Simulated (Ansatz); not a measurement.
# C2H3AlClF: the cost of one run

Computed with Ansatz 0.2.0. Level: RKS PBE-D4/def2-TZVP.

### 1 The system as given

SMILES `C=[C](Cl)[AlH][F]`, 8 atoms, charge 0, spin multiplicity 1.

Atoms are counted from 1 here; the program's logs count them from 0.

Bond lengths: C1–C2 1.352 Å, C1–H6 1.104 Å, C1–H7 1.104 Å, C2–Cl3 1.761 Å, C2–Al4 1.956 Å, Al4–F5 1.676 Å, Al4–H8 1.589 Å. Angles: C2–C1–H6 123.0°, C2–C1–H7 119.6°, H6–C1–H7 117.4°, C1–C2–Cl3 119.8°, C1–C2–Al4 121.6°, Cl3–C2–Al4 118.6°, C2–Al4–F5 120.2°, C2–Al4–H8 121.4°, F5–Al4–H8 118.4°.

As a file:

```xyz
8

C    -1.2698   -0.0737    0.6661
C    -0.0830    0.4856    0.3417
Cl    0.3690    2.0426    1.0288
Al    1.1633   -0.3942   -0.8817
F     2.6336    0.3231   -1.2470
H    -1.9893    0.4016    1.3552
H    -1.5495   -1.0494    0.2326
H     0.8178   -1.7927   -1.5514
```

This geometry comes from a loose relaxation at PBE in a small basis, which is not shown.

### 3 The grid

First coordinate, dihedral H6–C1–C2–Al4: 9 values from −180 to 140 °, periodic. Second coordinate, dihedral C1–C2–Al4–F5: 9 values from −180 to 140 °, periodic.

Nothing else is relaxed (all other coordinates rigid). Energies count from the relaxed molecule at the same level. Points are written as (first, second).

(The set-up runs are not shown.)

### 4 Point (140°, −100°)

Contents of input.yaml:

```yaml
crystal:
  periodic: [false, false, false]
  atoms:
    - { symbol: C, position_ang: [-1.254114, -0.070613, 0.656997] }
    - { symbol: C, position_ang: [-0.076517, 0.492097, 0.344413] }
    - { symbol: Cl, position_ang: [0.015439, 2.223542, 0.075706] }
    - { symbol: Al, position_ang: [1.533965, -0.595187, 0.18617] }
    - { symbol: F, position_ang: [2.621234, -0.651683, 1.443483] }
    - { symbol: H, position_ang: [-1.978579, 0.386593, 1.336725] }
    - { symbol: H, position_ang: [-1.521092, -1.03684, 0.21907] }
    - { symbol: H, position_ang: [1.828975, -1.431942, -1.125724] }
basis:
  gaussian: { orbitals: def2-TZVP }
hamiltonian:
  xc: pbe
  dispersion: d4
output:
  forces: true
```

The run is started by

```
ansatz run input.yaml --threads 1 --pin off --max-ram 2560MiB --backend cpu --events-out ev --progress --plain --runs-dir out
```

**Question.** How long does this run take on 1 thread of Intel Xeon Platinum 8175M at 2.50GHz (Skylake/Cascade Lake), shared host, and how much memory does it need?

About 6.2 s, with a peak of 0.23 GiB.
